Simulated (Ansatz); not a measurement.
## NaLaMnMoO6 under changes of volume

One of the cells (14.895 Å³/atom); the others are scaled copies at fixed shape and fractional positions:

```
CELL_PARAMETERS angstrom
5.10934 -0.00669 0.01056
-0.23945 5.68925 0.00703
-0.92899 -2.82542 5.11884
ATOMIC_POSITIONS crystal
Na 0.40776 0.38086 0.07519
La 0.03690 0.66325 0.68598
Mn 0.44271 0.04268 0.40638
Mo 0.90251 0.96387 0.30442
O 0.73627 0.69569 0.99417
O 0.72288 0.91846 0.55299
O 0.70112 0.27368 0.37292
O 0.19224 0.75325 0.36660
O 0.17926 0.03365 0.11672
O 0.20034 0.27462 0.63197
```

The cell was built by a generator and needn't be a form met in nature.

* Program: Ansatz 0.2.0
* Functional: PBE
* Potentials or basis: Ansatz PAW
* Cutoff: 420 eV (not typed: the program's choice for these potentials)
* k mesh: 6 × 6 × 5
* Occupations: fermi-dirac, width 0.05 eV
* Spin: collinear spin, ferromagnetic start
* Starting moments: [0.0, 0.0, 4.0, 1.0, 0.0, 0.0, 0.0, 0.0, 0.0, 0.0] μB

```tsv
volume (Å³/atom)	energy over the lowest point (meV/atom)	pressure (GPa)	gap on the mesh (eV)	largest force (eV/Å)
14.002	25.55	9.7	0.94	1.542
14.299	10.92	6.1	0.91	0.989
14.597	?	?	?	?
14.895	0.00	0.0	0.86	0.004
15.193	2.46	-2.6	0.83	0.435
15.491	9.50	-4.9	0.80	0.841
15.789	20.60	-7.0	0.78	1.218
```

Task: What does the run at 14.597 Å³/atom give?

Result: Energy over the lowest point 2.63 meV/atom; pressure 2.9 GPa; gap on the mesh 0.88 eV; largest force 0.478 eV/Å.

Worked out: A Birch-Murnaghan fit of order 3 (a polynomial in V^(-2/3)) to the other rows has its minimum at 14.89 Å³/atom with B0 = V·E''(V) = 137 GPa and B' = 4.6 at fixed shape and positions, which overstates the stiffness. It gives 2.61 meV/atom at 14.597 Å³/atom, against the run's 2.63, and -dE/dV = 2.9 GPa, against 2.9. A straight line through the other rows of the gap, of slope -1.34 eV per unit of ln V, gives 0.88 eV, against the run's 0.88.

Energies are extrapolated to zero smearing.

Caveats: odd divisions of the mesh miss points on the zone boundary, where band edges often lie, so the gap on the mesh can be too wide; spin-orbit coupling is left out, which moves the levels of the heavy elements; a cell with one magnetic atom can't hold antiferromagnetic order, which such compounds often take; the starting moments weren't kept; forces of over 1 eV/Å show positions far from the minimum, so gaps and moduli don't describe the material at rest (some runs).

A mesh can miss the band edges.
